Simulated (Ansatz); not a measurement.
# ClH₄SbSi: basis-set convergence

How large a basis does ClH₄SbSi need? Two functionals are run in growing sets.

Program: Ansatz 0.2.0, Gaussian basis. Level of theory: one geometry, several basis sets. These are calculated values, not measurements.

Levels to be run: PBE0-D4/def2-SVP; ωB97M-V/def2-SVP; PBE0-D4/def2-QZVPP; ωB97M-V/def2-QZVPP; the functionals' def2-TZVPP values are taken from earlier runs.

### Step 1. The relaxed structure

An earlier PBE0-D4 in a triple-zeta def2 set relaxation fixed the geometry. Sb takes the def2 core potential; no spin-orbit term is included.

SMILES `[SiH3][SbH][Cl]`, 7 atoms, charge 0, spin multiplicity 1.

Atoms are counted from 1 here; the program's logs count them from 0.

Bond lengths: Si1–Sb2 2.585 Å, Si1–H4 1.485 Å, Si1–H5 1.483 Å, Si1–H6 1.489 Å, Sb2–Cl3 2.368 Å, Sb2–H7 1.714 Å. Angles: Sb2–Si1–H4 108.3°, Sb2–Si1–H5 110.4°, Sb2–Si1–H6 108.7°, H4–Si1–H5 110.2°, H4–Si1–H6 109.1°, H5–Si1–H6 110.1°, Si1–Sb2–Cl3 92.7°, Si1–Sb2–H7 90.0°, Cl3–Sb2–H7 94.4°.

### Step 2. PBE0-D4 in def2-SVP

The input, in.yaml:

```yaml
crystal:
  periodic: [false, false, false]
  atoms:
    - {symbol: Si, position_ang: [-0.883457, 0.421849, -0.104180]}
    - {symbol: Sb, position_ang: [0.790584, -1.473105, 0.431339]}
    - {symbol: Cl, position_ang: [2.230625, -0.853278, -1.343046]}
    - {symbol: H, position_ang: [-1.608270, 0.065811, -1.350308]}
    - {symbol: H, position_ang: [-0.169235, 1.710141, -0.278727]}
    - {symbol: H, position_ang: [-1.859442, 0.526168, 1.014920]}
    - {symbol: H, position_ang: [1.560393, -0.465586, 1.584401]}
basis:
  gaussian: {orbitals: def2-SVP}
hamiltonian: {xc: pbe0, dispersion: d4}
output: {orbitals: {seedname: orbitals}}
```

Run with:

```bash
$ ansatz run in.yaml --threads 4 --pin off --events-out ev --progress --plain --max-ram 10444MiB
```

After this run come: ωB97M-V in def2-SVP; PBE0-D4 in def2-QZVPP; ωB97M-V in def2-QZVPP.

Before running them: what should the planned runs give, taken together? Wanted: PBE0-D4: double and triple zeta above quadruple; ωB97M-V: double and triple zeta above quadruple.

**Answer**, as computed:

```
                                       quantity          value
PBE0-D4: double and triple zeta above quadruple  8.14, 0.70 eV
ωB97M-V: double and triple zeta above quadruple  8.16, 0.68 eV
```

In words: PBE0-D4 gains 7.44 eV from double to triple zeta, then 0.70 eV more. These are total energies; as a rule much of such shifts cancels in differences, which this series doesn't test.
